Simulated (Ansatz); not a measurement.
**CH4ClFSSi: up Jacob's ladder to CCSD(T)**

One table from this session's results is given with a row withheld; the runs are named, their logs left out.

Computed with Ansatz 0.2.0, Gaussian basis. Level: functionals in def2-TZVPP, the program's frozen cores in correlated methods.

The runs, in order: LDA (SPW92), PBE-D4, revPBE-D4, BLYP-D4, r2SCAN-D4, B97M-V, PBE0-D4, B3LYP-D4, r2SCANh-D4, r2SCAN0-D4, HSE06-D4, BHLYP-D4, CAM-B3LYP-D4, LC-ωPBE, ωB97X-V, ωB97M-V, B2PLYP, PBE-QIDH; CCSD(T)/def2-SVP; CCSD(T)/def2-TZVPP; MP2/def2-QZVPP; extrapolation to the limit; RPA on PBE.

### Structure used throughout

The geometry comes from an earlier relaxation with PBE0-D4 in a triple-zeta def2 set; it is a stationary point, not always the lowest conformer.

9 atoms, charge 0, spin multiplicity 1.

Atoms are counted from 1 here; the program's logs count them from 0.

Bond lengths: C1–S2 1.819 Å, C1–H6 1.089 Å, C1–H7 1.089 Å, C1–H8 1.089 Å, S2–Si3 2.095 Å, Si3–F4 1.592 Å, Si3–Cl5 2.044 Å, Si3–H9 1.473 Å. Angles: S2–C1–H6 106.1°, S2–C1–H7 110.9°, S2–C1–H8 110.7°, H6–C1–H7 109.2°, H6–C1–H8 109.3°, H7–C1–H8 110.4°, C1–S2–Si3 100.5°, S2–Si3–F4 111.7°, S2–Si3–Cl5 112.0°, S2–Si3–H9 108.8°, F4–Si3–Cl5 105.2°, F4–Si3–H9 109.1°, Cl5–Si3–H9 110.1°.

Set-up of the first run:

The input, in.yaml:

```yaml
crystal:
  periodic: [false, false, false]
  atoms:
    - {symbol: C, position_ang: [-0.662049, -1.024756, -0.933001]}
    - {symbol: S, position_ang: [0.780273, -1.101973, 0.172852]}
    - {symbol: Si, position_ang: [0.740973, 0.828695, 0.986133]}
    - {symbol: F, position_ang: [-0.567409, 1.071671, 1.859634]}
    - {symbol: Cl, position_ang: [0.691770, 2.269066, -0.462925]}
    - {symbol: H, position_ang: [-0.708620, -1.988791, -1.437376]}
    - {symbol: H, position_ang: [-1.578893, -0.871801, -0.366482]}
    - {symbol: H, position_ang: [-0.536576, -0.236460, -1.673464]}
    - {symbol: H, position_ang: [1.929130, 1.008051, 1.837529]}
basis:
  gaussian: {orbitals: def2-TZVPP}
hamiltonian: {xc: lda}
output: {orbitals: {seedname: orbitals}}
```

Launch:

```
> ansatz run in.yaml --threads 4 --pin off --events-out ev --progress --plain --max-ram 10444MiB
```

Steps of the session up to this table: LDA; PBE-D4 (GGA); revPBE-D4 (GGA); BLYP-D4 (GGA); r2SCAN-D4 (meta-GGA); B97M-V (meta-GGA); B3LYP-D4 (hybrid); r2SCANh-D4 (hybrid); r2SCAN0-D4 (hybrid); HSE06-D4 (hybrid); BHLYP-D4 (hybrid); CAM-B3LYP-D4 (range-separated); LC-ωPBE (range-separated); ωB97X-V (range-separated); ωB97M-V (range-separated); B2PLYP (double hybrid); PBE-QIDH (double hybrid).

One of the session's tables, all rows but one given; the rest of the session is left out.

It belongs to the step «Orbital energies across the functionals». 

```
  functional  HOMO (eV)  gap (eV)
 LDA (SPW92)      -6.44      4.98
      PBE-D4      -6.32      5.10
   revPBE-D4      -6.27      5.15
     BLYP-D4      -6.15      5.06
   r2SCAN-D4      -6.59      5.67
      B97M-V      -6.70      5.73
     PBE0-D4      -7.56      7.29
    B3LYP-D4      -7.31      6.81
  r2SCANh-D4      -7.05      6.47
  r2SCAN0-D4          ?         ?
    HSE06-D4      -7.16      6.51
    BHLYP-D4      -8.65      9.37
CAM-B3LYP-D4      -8.88      9.69
     LC-ωPBE     -10.30     12.33
     ωB97X-V      -9.93     11.81
     ωB97M-V      -9.75     11.40
```

Q: Estimate the row for r2SCAN0-D4 from the others.

Worked estimate for «HOMO (eV)». Against the share of exact exchange, r2SCAN-D4 (0, -6.59), r2SCANh-D4 (0.1, -7.05) give a slope of -4.60 per unit share; at 0.25 the line stands at -7.74.

As computed: HOMO (eV): -7.74; gap (eV): 7.66. In «HOMO (eV)» the line misses by 0.00.
